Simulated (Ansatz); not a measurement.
**Cl2GeH4OSi: basis-set convergence**

The task here is to estimate one member of a computed series from the others.

Method: one geometry, several basis sets; program: Ansatz 0.2.0, Gaussian basis.

Plan: PBE0-D4/def2-SVP; ωB97M-V/def2-SVP; PBE0-D4/def2-QZVPP; ωB97M-V/def2-QZVPP; the functionals' def2-TZVPP values are taken from earlier runs.

## The geometry

The geometry comes from an earlier relaxation with PBE0-D4 in a triple-zeta def2 set; it is a stationary point, not always the lowest conformer.

SMILES `Cl[SiH](Cl)[O][GeH3]`, 9 atoms, charge 0, spin multiplicity 1.

Atoms are counted from 1 here; the program's logs count them from 0.

Bond lengths: Cl1–Si2 2.048 Å, Si2–Cl3 2.045 Å, Si2–O4 1.603 Å, Si2–H6 1.469 Å, O4–Ge5 1.792 Å, Ge5–H7 1.534 Å, Ge5–H8 1.532 Å, Ge5–H9 1.531 Å. Angles: Cl1–Si2–Cl3 107.4°, Cl1–Si2–O4 110.5°, Cl1–Si2–H6 109.0°, Cl3–Si2–O4 110.8°, Cl3–Si2–H6 108.9°, O4–Si2–H6 110.2°, Si2–O4–Ge5 135.2°, O4–Ge5–H7 108.2°, O4–Ge5–H8 106.7°, O4–Ge5–H9 104.8°, H7–Ge5–H8 112.1°, H7–Ge5–H9 112.4°, H8–Ge5–H9 112.2°.

The first run:

The input, in.yaml:

```yaml
crystal:
  periodic: [false, false, false]
  atoms:
    - {symbol: Cl, position_ang: [-1.700524, -1.243558, 1.514341]}
    - {symbol: Si, position_ang: [-0.695095, 0.520455, 1.247571]}
    - {symbol: Cl, position_ang: [0.915385, 0.504341, 2.508017]}
    - {symbol: O, position_ang: [-0.223414, 0.672101, -0.277399]}
    - {symbol: Ge, position_ang: [0.678292, -0.353398, -1.438478]}
    - {symbol: H, position_ang: [-1.577668, 1.634306, 1.619394]}
    - {symbol: H, position_ang: [1.606392, -1.277161, -0.639976]}
    - {symbol: H, position_ang: [-0.368028, -1.138534, -2.236744]}
    - {symbol: H, position_ang: [1.453159, 0.635146, -2.313624]}
basis:
  gaussian: {orbitals: def2-SVP}
hamiltonian: {xc: pbe0, dispersion: d4}
output: {orbitals: {seedname: orbitals}}
```

Launch:

```console
ansatz run in.yaml --threads 4 --pin off --events-out ev --progress --plain --max-ram 10444MiB
```

Steps of the session up to this table: PBE0-D4 in def2-SVP; ωB97M-V in def2-SVP; PBE0-D4 in def2-QZVPP; ωB97M-V in def2-QZVPP.

One of the session's tables, all rows but one given; the rest of the session is left out.

It belongs to the step «Functionals by basis». 

| functional | basis | HOMO (eV) | LUMO (eV) |
| --- | --- | --- | --- |
| PBE0-D4 | def2-SVP | -8.85 | 0.00 |
| PBE0-D4 | def2-TZVPP | -8.98 | -0.23 |
| PBE0-D4 | def2-QZVPP | -9.00 | -0.44 |
| ωB97M-V | def2-SVP | ? | ? |
| ωB97M-V | def2-TZVPP | -11.25 | 1.60 |
| ωB97M-V | def2-QZVPP | -11.29 | 1.13 |

**Question.** Estimate the row for ωB97M-V, def2-SVP.

**Answer.** HOMO (eV): -11.07; LUMO (eV): 1.91. In the column «HOMO (eV)» it lies between ωB97M-V, def2-TZVPP (-11.25) and PBE0-D4, def2-QZVPP (-9.00).
